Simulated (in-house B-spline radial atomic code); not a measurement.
# Rh³⁰⁺: excited configurations

Wanted: excitation energies of Rh³⁰⁺ as differences of total energies (ΔSCF).

Program: in-house B-spline radial atomic code version 1. Level of theory: Dirac-Hartree-Fock, average of configuration, Fermi nucleus, basis-set limit. These are calculated values, not measurements, unless marked.

### Step 1. What is computed

* element: rhodium (Z = 45)
* charge: +30
* electrons: 15
* configuration: [Ne] 3s2 3p3
* Hamiltonian: Dirac-Coulomb
* nucleus: Fermi, rms radius 4.495 fm

The outer shells:

[Ne] 3s2 3p3
```
[Ne] core
3s [↑↓]
3p [↑ ][↑ ][↑ ]
```

The boxes draw the filling by Hund's rule, which heavy ions in jj coupling don't follow; these runs average over all states of the configuration.

The run's settings:

```ini
Z = 45
electrons = 15.0
configuration = [Ne] 3s2 3p3
hamiltonian = dirac
method = hf
spin_polarised = False
nucleus = fermi
rms_radius = 4.4945
mass_number = 103
atomic_mass = 102.905494081
speed_of_light = 137.035999084
```

This reference run was done before. Its total energy is -4115.117356 hartree, and its levels are (the highest eight at most):

| orbital | occupation | energy (eV) | <r> (bohr) |
| --- | --- | --- | --- |
| 1s1/2 | 2 | -24921.2 | 0.03261 |
| 2s1/2 | 2 | -4964.72 | 0.1392 |
| 2p1/2 | 2 | -4709.15 | 0.1186 |
| 2p3/2 | 4 | -4560.13 | 0.1232 |
| 3s1/2 | 2 | -1867.03 | 0.3459 |
| 3p1/2 | 1 | -1782.23 | 0.3315 |
| 3p3/2 | 2 | -1747.35 | 0.3385 |

### Step 2. Run with [Ne] 3s1 3p4

The run's settings:

```ini
Z = 45
electrons = 15.0
configuration = [Ne] 3s1 3p4
hamiltonian = dirac
method = hf
spin_polarised = False
nucleus = fermi
rms_radius = 4.4945
mass_number = 103
atomic_mass = 102.905494081
speed_of_light = 137.035999084
```

### Step 3. [Ne] 3s1 3p3 6d1

Settings: those of step 2 with these lines changed.

```diff
@@ -2,3 +2,3 @@
 electrons = 15.0
-configuration = [Ne] 3s1 3p4
+configuration = [Ne] 3s1 3p3 6d1
 hamiltonian = dirac
```

### Step 4. Configuration [Ne] 3s2 3p2 4d1

Settings: those of step 3 with these lines changed.

```diff
@@ -2,3 +2,3 @@
 electrons = 15.0
-configuration = [Ne] 3s1 3p3 6d1
+configuration = [Ne] 3s2 3p2 4d1
 hamiltonian = dirac
```

### Step 5. Run with [Ne] 3s1 3p3 7g1

Settings: those of step 4 with these lines changed.

```diff
@@ -2,3 +2,3 @@
 electrons = 15.0
-configuration = [Ne] 3s2 3p2 4d1
+configuration = [Ne] 3s1 3p3 7g1
 hamiltonian = dirac
```

### Step 6. Run with [Ne] 3s2 3p2 6s1

Settings: those of step 5 with these lines changed.

```diff
@@ -2,3 +2,3 @@
 electrons = 15.0
-configuration = [Ne] 3s1 3p3 7g1
+configuration = [Ne] 3s2 3p2 6s1
 hamiltonian = dirac
```

How far above the reference does each configuration lie (order and size, in eV)?

The runs gave:

| net move | configuration | energy above the reference (eV) | with Breit, QED, recoil (eV) | largest <r> (bohr) |
| --- | --- | --- | --- | --- |
| 3s → 3p | [Ne] 3s1 3p4 | 114.03 | 113.56 | 0.346 |
| 3p → 4d | [Ne] 3s2 3p2 4d1 | 884.32 | 883.29 | 0.629 |
| 3p → 6s | [Ne] 3s2 3p2 6s1 | 1352.03 | 1351.01 | 1.56 |
| 3s → 6d | [Ne] 3s1 3p3 6d1 | 1487.32 | 1485.71 | 1.57 |
| 3s → 7g | [Ne] 3s1 3p3 7g1 | 1598.64 | 1596.97 | 2.04 |

Quantum defects of the promoted electron, δ = n − ζ/√(−2ε) with ζ = 31 and ε its orbital energy in hartree:

| promotion | δ |
| --- | --- |
| 3p → 4d | 0.132 |
| 3p → 6s | 0.327 |
| 3s → 6d | 0.128 |
| 3s → 7g | 0.013 |

What this shows: At the bottom stands 3s → 3p (114.03 eV), at the top 3s → 7g (1598.64 eV). Of those tabulated, the defect is largest for 6s (0.33) and least for 7g (0.01); at this charge much of the defect is relativistic. These are averages over configurations, without correlation, not spectroscopic levels.
